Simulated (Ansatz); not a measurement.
This script drives Ansatz 0.2.0 through its Python package.

`lattice_znse.py`
```python
import logging
import sys
import warnings

import ansatz as az
import numpy as np

logging.basicConfig(stream=sys.stdout, format="%(levelname)s:%(name)s:%(message)s")
log = logging.getLogger("znse")
log.setLevel(logging.INFO)

def edges_and_angles(cell):
    cell = np.asarray(cell)
    a, b, c = np.linalg.norm(cell, axis=1)
    cosines = cell[1] @ cell[2] / (b * c), cell[0] @ cell[2] / (a * c), cell[0] @ cell[1] / (a * b)
    return (a, b, c, *np.degrees(np.arccos(cosines)))


def main() -> None:
    warnings.simplefilter("ignore", az.DeckWarning)

    vectors = np.array([
        [0.0, 2.8338, 2.8338],
        [2.8338, 0.0, 2.8338],
        [2.8338, 2.8338, 0.0],
    ])
    xtal = (
        az.Lattice.of(vectors)
        .atom("Zn", [0.0, 0.0, 0.0])
        .atom("Se", [0.25, 0.25, 0.25])
    )

    calculation = (
        xtal.calculation()
        .basis(21 * az.Ha)
        .kpoints(6, 6, 6, center="gamma")
        .occupations("Fixed")
        .relax(cell=True, force_tolerance=0.005)
    )

    levels = [("r2scan", "rvv10"), ("rpbe", "none"), ("revpbe", "d3bj"), ("pbe", "d3bj")]
    log.info("level            a       b       c    alpha   beta  gamma  V/atom  steps")
    for name, dispersion in levels:
        seen = []
        run = calculation.functional(name, dispersion=dispersion).session().plan()
        outcome = run.execute(on_event=lambda e: seen.append(e) if e["event"] == "relax_step" else None)
        cell = outcome.lattice.cell_ang
        label = name if dispersion == "none" else f"{name}+{dispersion}"
        print("{:13s} {:7.4f} {:7.4f} {:7.4f} {:6.2f} {:6.2f} {:6.2f}".format(label, *edges_and_angles(cell)), f"{abs(np.linalg.det(cell)) / len(outcome.lattice.sites):7.3f} {len(seen):5d}")


if __name__ == "__main__":
    main()
```

It is started by `python lattice_znse.py`. Estimate its wall time and peak memory on 1 thread of Intel(R) Xeon(R) Processor @ 2.30GHz, on a shared host.

It took about 56 s, with a peak of 0.75 GiB, for 4 runs of the engine.

```console
$ python lattice_znse.py
INFO:znse:level            a       b       c    alpha   beta  gamma  V/atom  steps
r2scan+rvv10   3.9884  3.9884  3.9884  60.00  60.00  60.00  22.431     4
rpbe           4.1070  4.1070  4.1070  60.00  60.00  60.00  24.493     5
revpbe+d3bj    3.9794  3.9794  3.9794  60.00  60.00  60.00  22.279     4
pbe+d3bj       3.9991  3.9991  3.9991  60.00  60.00  60.00  22.612     4
```

From smallest to largest: revPBE+D3BJ (22.28 Å³ an atom, -2.1 % against the start), r2SCAN+RVV10 (22.43 Å³ an atom, -1.4 % against the start), PBE+D3BJ (22.61 Å³ an atom, -0.6 % against the start) and RPBE (24.49 Å³ an atom, +7.6 % against the start). The spread is 9.9 % in volume.

Caveats:
- Forces vanish by symmetry, so the ions can't move, and the end may be a saddle.
- Edges and angles are those of the cell as typed, here a primitive one, not of the conventional cell.
- The structure is a deposited one; some such entries were measured under pressure or heat, so a shift against it needn't be the functional's error alone.
